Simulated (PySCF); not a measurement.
# AsOF₃: relaxation and vibrations of the singlet

The task is one start of a wider search on AsOF₃: the singlet, from a PBE0 minimum start. It is relaxed, tested by its Hessian and followed downhill if it is a saddle.

Program: PySCF 2.14.0. Level of theory: PBE0, basis As def2-SVP, O def2-SVP, F def2-SVP, no relativity, density fitting. These are calculated values, not measurements.

## (1) Where the work starts

5 atoms, charge 0, spin multiplicity 1.

Bond lengths: As1–O2 1.588 Å, As1–F3 1.694 Å, As1–F4 1.694 Å, As1–F5 1.694 Å. Angles: O2–As1–F3 118.6°, O2–As1–F4 118.6°, O2–As1–F5 118.6°, F3–As1–F4 99.0°, F3–As1–F5 99.0°, F4–As1–F5 99.0°.

```xyz
5
charge 0 multiplicity 1
As   -0.1207    0.0000    0.0726
O    -1.4815    0.0000    0.8909
F     0.1915    1.2874   -0.9825
F     0.1915   -1.2874   -0.9825
F     1.3406    0.0000    0.9284
```

## (2) Finding the electronic state

The steps below are one call of a driver around PySCF. For each, scf.py gives the equivalent set-up of the SCF; relaxations use the driver's own optimiser. After this first run the driver tries any further starts and a stability analysis.

The input, scf.py:

```python
from pyscf import gto, scf, dft
mol = gto.M(atom='''
As    -0.120725    -0.000000     0.072601
O     -1.481472    -0.000000     0.890926
F      0.191461     1.287375    -0.982458
F      0.191461    -1.287375    -0.982458
F      1.340620     0.000000     0.928415''',
    basis={'As': 'def2-SVP', 'O': 'def2-SVP', 'F': 'def2-SVP'},
    charge=0, spin=0)
mf = dft.RKS(mol, xc='PBE0')
mf.grids.atom_grid = (50, 194)
aux = {'As': 'def2-universal-JKFIT', 'O': 'def2-universal-JKFIT', 'F': 'def2-universal-JKFIT'}
mf = mf.density_fit(auxbasis=aux)
mf.conv_tol = 1e-08
mf.diis_space = 10
mf.max_cycle = 60
mf.init_guess = 'minao'
mf.verbose = 4
mf.kernel()
```

Started as:

```console
> OMP_NUM_THREADS=2 python axn.py task.json out
```

Log:

```text
init E= -2609.29465463756
  HOMO = -0.457452169064799  LUMO = -0.134703181128328  gap/eV = 8.78245
cycle= 1 E= -2609.166218227  delta_E= 0.128  |g|= 1.21  |ddm|= 2.92
  HOMO = -0.247679571254495  LUMO = -0.0690693280979269  gap/eV = 4.86023
cycle= 2 E= -2608.18052172857  delta_E= 0.986  |g|= 2.51  |ddm|=  3.2
  HOMO = -0.421372482360781  LUMO = -0.0863183654684576  gap/eV = 9.11729
cycle= 3 E= -2609.37635994101  delta_E= -1.2  |g|= 0.56  |ddm|= 2.42
  HOMO = -0.368398834804778  LUMO = -0.0837966235472289  gap/eV = 7.74442
cycle= 4 E= -2609.43553553413  delta_E= -0.0592  |g|= 0.0838  |ddm|= 0.45
  HOMO = -0.373794526477398  LUMO = -0.0835780904459358  gap/eV = 7.89719
cycle= 5 E= -2609.43665301299  delta_E= -0.00112  |g|= 0.015  |ddm|= 0.0503
  HOMO = -0.374194777335555  LUMO = -0.0820021244210958  gap/eV = 7.95097
cycle= 6 E= -2609.43668804337  delta_E= -3.5e-05  |g|= 0.00502  |ddm|= 0.0111
  HOMO = -0.374999758570415  LUMO = -0.0820897213880749  gap/eV = 7.97049
cycle= 7 E= -2609.43669277336  delta_E= -4.73e-06  |g|= 0.000277  |ddm|= 0.00385
  HOMO = -0.375010754668176  LUMO = -0.0821015891365153  gap/eV = 7.97046
cycle= 8 E= -2609.43669278997  delta_E= -1.66e-08  |g|= 7.92e-05  |ddm|= 0.000368
  HOMO = -0.374995191334843  LUMO = -0.0820949027845073  gap/eV = 7.97022
cycle= 9 E= -2609.43669279124  delta_E= -1.27e-09  |g|= 1.85e-05  |ddm|= 6.63e-05
  HOMO = -0.374990903279363  LUMO = -0.0820959558121976  gap/eV = 7.97008
Extra cycle  E= -2609.43669279101  delta_E= 2.37e-10  |g|= 3.85e-05  |ddm|= 5.57e-05
converged SCF energy = -2609.43669279101
```

This step, with its further starts and checks, took 8.1 s on 2 threads of Arm Neoverse N1, shared host.

No lower closed-shell solution turned up in the test of internal stability.

## (3) Relaxation: PBE0 minimum start, singlet

The program finds C3v symmetry in the start, which this walk keeps. Threshold on the gradient: 0.0003 Eh/bohr, with a further test on the energy change.

scf.py: that of step 2 with these lines changed.

```diff
@@ -3,5 +3,5 @@
-As    -0.120725    -0.000000     0.072601
-O     -1.481472    -0.000000     0.890926
-F      0.191461     1.287375    -0.982458
-F      0.191461    -1.287375    -0.982458
-F      1.340620     0.000000     0.928415''',
+As    -0.120749    -0.000000     0.072616
+O     -1.481497    -0.000000     0.890941
+F      0.191436     1.287375    -0.982444
+F      0.191436    -1.287375    -0.982444
+F      1.340595     0.000000     0.928430''',
@@ -17 +16,0 @@
-mf.init_guess = 'minao'
```

Energy and gradient, step by step:

```
step   energy (Eh)  change (kJ/mol)  largest symmetric gradient (Eh/bohr)
   0  -2609.436693             0.00                               0.00027
```

The walk took 2.3 s.

Positions (Å) and forces (eV/Å) along the way:

```
step 0
As  -0.121   0.000   0.073   0.022   0.000   0.006
O   -1.482   0.000   0.891  -0.010   0.000   0.014
F    0.191   1.287  -0.982   0.000  -0.007  -0.009
F    0.191  -1.287  -0.982   0.000   0.007  -0.009
F    1.341   0.000   0.928  -0.012   0.000  -0.001
```

End point (C3v, 0 steps, 0.0 kJ/mol gained): As–F 1.694 Å (×3), As–O 1.588 Å; F–As–F 99.0° (×3), F–As–O 118.6° (×3).

## (4) Vibrations and properties at this point

The point is checked on the finer grid, and tightened if its gradient asks for it. The Hessian and the dipole derivatives come from central differences of analytic gradients, with steps of 0.02 bohr.

scf.py: that of step 3 with these lines changed.

```diff
@@ -3,5 +3,5 @@
-As    -0.120749    -0.000000     0.072616
-O     -1.481497    -0.000000     0.890941
-F      0.191436     1.287375    -0.982444
-F      0.191436    -1.287375    -0.982444
-F      1.340595     0.000000     0.928430''',
+As    -0.120737    -0.000000     0.072609
+O     -1.481576    -0.000000     0.890989
+F      0.191461     1.287369    -0.982454
+F      0.191461    -1.287369    -0.982454
+F      1.340614     0.000000     0.928410''',
@@ -11 +11 @@
-mf.grids.atom_grid = (50, 194)
+mf.grids.atom_grid = (75, 302)
@@ -14 +14 @@
-mf.conv_tol = 1e-08
+mf.conv_tol = 1e-10
```

The driver hands on the density of the step before, so the log starts near convergence.

SCF at the final geometry:

```text
init E= -2609.43650027711
  HOMO = -0.374983462096082  LUMO = -0.0821036156726009  gap/eV = 7.96967
cycle= 1 E= -2609.43650027712  delta_E= -1.05e-11  |g|= 8.26e-06  |ddm|= 9.99e-06
  HOMO = -0.374984887363179  LUMO = -0.0821038791447637  gap/eV = 7.96970
Extra cycle  E= -2609.43650027709  delta_E= 2.82e-11  |g|= 1.4e-05  |ddm|= 1.69e-05
converged SCF energy = -2609.43650027709
```

The whole step took 53 s.

Geometry: C3v; As–F 1.694 Å (×3), As–O 1.588 Å; F–As–F 99.0° (×3), F–As–O 118.6° (×3).

Modes, for the most abundant isotopes:

| symmetry | ω (cm⁻¹) | IR (km/mol) | μ (u) |
| --- | --- | --- | --- |
| e | 240 | 12.7 | 18.05 |
| e | 268 | 83.2 | 21.98 |
| a1 | 327 | 35.4 | 22.18 |
| a1 | 750 | 35.7 | 19.75 |
| e | 781 | 205 | 23.02 |
| a1 | 1084 | 75.6 | 19.37 |

No imaginary mode, so this is a minimum.

Properties at this point:

- Dipole moment: 1.00 D
- Highest occupied level: -10.20 eV
- Lowest empty level: -2.23 eV
- Rotational constants: 0.1338, 0.1223, 0.1223 cm⁻¹
- Zero-point energy: 28.3 kJ/mol
- Principal polarisabilities: 21.5, 21.5, 27.5 bohr³
- Atomisation energy without zero-point energy: 1576 kJ/mol
- Principal traceless quadrupole moments about the centre of mass: -4.56, 2.28, 2.28 D Å
- Entropy at 298.15 K and 1 bar: 308.8 J/(mol K)
- Heat capacity Cp at 298.15 K: 79.5 J/(mol K)
- Enthalpy at 298.15 K above 0 K: 16.75 kJ/mol
- Rotational symmetry number: 3

Populations by atom (charges in e):

```tsv
atom	Mulliken	Löwdin	polar tensor	Mayer order to As1
As1	1.41	0.89	2.30	–
O2	-0.45	-0.36	-0.61	1.92
F3,4,5	-0.32	-0.18	-0.56	0.96
```

Outer orbital energies (eV). occupied: -13.96, -13.96, -13.29, -13.29, -13.04, -12.35, -10.20, -10.20; empty: -2.23, 0.71, 0.71, 3.04.

Mulliken populations on As1: s 7.12, p 13.85, d 10.61.

## (5) Summary of results

| quantity | value |
| --- | --- |
| minimum | singlet, C3v |
| geometry | As–F 1.694 Å (×3), As–O 1.588 Å; F–As–F 99.0° (×3), F–As–O 118.6° (×3) |
| wavenumbers (cm⁻¹) | 240 (e), 268 (e), 327 (a1), 750 (a1), 781 (e), 1084 (a1) |
| dipole moment | 1.00 D |
| highest occupied, lowest empty level | -10.20, -2.23 eV |
| polar-tensor charge of As1 | +2.30 e |
| zero-point energy | 28.3 kJ/mol |
| entropy at 298.15 K | 308.8 J/(mol K) |
| atomisation energy (no zero-point energy) | 1576 kJ/mol |

**Reading.** The PBE0 minimum start keeps its C3v symmetry and ends in a minimum. The strongest infrared band lies at 781 cm⁻¹ (e, stretch). Other starts or spin states, not run here, may lie lower.

The search up to here took 64 s.
